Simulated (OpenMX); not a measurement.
A run of OpenMX 3.8.5:

File run.py:

```python
from ase.io import read
from ase.calculators.openmx import OpenMX

atoms = read('POSCAR')

def calculator():
    omx = OpenMX(
        label='AlN',
        command='openmx',
        nohup=True,
        xc='GGA-PBE',
        kpts=(7, 7, 5),
        system_currentdirectory='./',
        data_path='./DFT_DATA13',
        level_of_fileout=0,
        definition_of_atomic_species=[['Al', 'Al7.0-s2p2d1', 'Al_PBE13'], ['N', 'N6.0-s2p2d1', 'N_PBE13']],
        atoms_speciesandcoordinates_unit='Ang',
        atoms_speciesandcoordinates=[['1', 'Al', '0', '0', '0', 1.5, 1.5], ['2', 'Al', '0', '0', '0', 1.5, 1.5], ['3', 'N', '0', '0', '0', 2.5, 2.5], ['4', 'N', '0', '0', '0', 2.5, 2.5]],
        scf_spinpolarization='off',
        scf_electronictemperature=580.226,
        scf_energycutoff=400.0,
        scf_maxiter=100,
        scf_eigenvaluesolver='band',
        scf_mixing_type='rmm-diisk',
        scf_init_mixing_weight=0.05,
        scf_min_mixing_weight=0.001,
        scf_max_mixing_weight=0.3,
        scf_mixing_history=25,
        scf_mixing_startpulay=8,
        scf_criterion=1e-08,
    )
    return omx

atoms.calc = calculator()
print('stress_eV_A3', atoms.get_stress().round(8).tolist())
print('forces_eV_A', atoms.get_forces().round(6).tolist())
print('energy_eV', round(atoms.get_potential_energy(), 6))
```

Contents of POSCAR:

```
AlN
1.0
    3.1130000000      0.0000000000      0.0000000000
   -1.5565000000      2.6959370820      0.0000000000
    0.0000000000      0.0000000000      4.9810000000
Al N
2 2
Direct
    0.6666666667      0.3333333333      0.5000000000
    0.3333333333      0.6666666667      0.0000000000
    0.6666666667      0.3333333333      0.8800000000
    0.3333333333      0.6666666667      0.3800000000
```

Potentials or basis: OpenMX 2013 PBE set, Al7.0-s2p2d1, N6.0-s2p2d1, grid cutoff 400 Ry.

The run is started by

```sh
$ python run.py > run.log
```

Hardware: 1 thread of AMD EPYC 9R45 96-Core Processor (Zen 5), on a shared host.

Question: How long does it take, and how much memory?

Answer: It took 99 s on 1 thread of AMD EPYC 9R45 96-Core Processor (Zen 5) (shared host), peak memory 0.81 GiB. Counts: k points 123, basis 52, scf iterations 18.
